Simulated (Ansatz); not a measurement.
# KHfO2: the cost of one run

Method: DFT PBE, scalar-relativistic, plane waves, PAW, in Ansatz 0.2.0.

## Step 1: Starting point

The structure is tetragonal, space group P4/mmm (No. 123). Conventional cell: a = 2.994 Å, b = 2.994 Å, c = 8.138 Å, α = 90.00°, β = 90.00°, γ = 90.00°. K (site symmetry 4/mmm) is surrounded by 8 O at 2.91 Å and 4 K at 2.99 Å. Hf (site symmetry 4/mmm) has 8 O at 2.96 Å and 4 Hf at 2.99 Å as nearest neighbours. O (site symmetry 4mm) has 4 K at 2.91 Å and 4 Hf at 2.96 Å and 4 O at 2.99 Å as nearest neighbours.

As a file:

```
CELL_PARAMETERS angstrom
2.99404 0.00000 0.00000
0.00000 2.99404 0.00000
0.00000 0.00000 8.13846
ATOMIC_POSITIONS crystal
K 0.00000 0.00000 0.00000
Hf 0.00000 0.00000 0.50000
O 0.50000 0.50000 0.24591
O 0.50000 0.50000 0.75409
```

A structure generator made this guess: species swapped into a database cell of FeNiPt2 (P4/mmm, No. 123), with K on the Fe sites, Hf on the Ni sites and O on the Pt sites. The dimensions are guesses.

## Step 2: A first look at the guess

input.yaml reads:

```yaml
crystal:
  lattice:
    - [2.99403785, 0.0, 0.0]
    - [0.0, 2.99403785, 0.0]
    - [0.0, 0.0, 8.1384649]
  atoms:
    - { symbol: K, position: [0.0, 0.0, 0.0] }
    - { symbol: Hf, position: [0.0, 0.0, 0.5] }
    - { symbol: O, position: [0.5, 0.5, 0.24590901] }
    - { symbol: O, position: [0.5, 0.5, 0.75409099] }
basis:
  ecutwfc: 420
kpoints:
  mp_grid: { grid: [6, 6, 2] }
hamiltonian:
  xc: pbe
scf:
  occupations: { method: gaussian, width: 0.1 }
  lower_state_search: "off"
output:
  forces: true
  stress: true
  eigenvalues: true
```

Run with:

```
$ ansatz run input.yaml --threads 1 --pin off --max-ram 2560MiB --backend cpu --events-out ev --progress --plain --runs-dir out
```

What time and memory should one allow on 1 thread of Intel Xeon Platinum 8259CL at 2.50GHz (Skylake/Cascade Lake), shared host?

About 3.1 s, with a peak of 0.41 GiB.
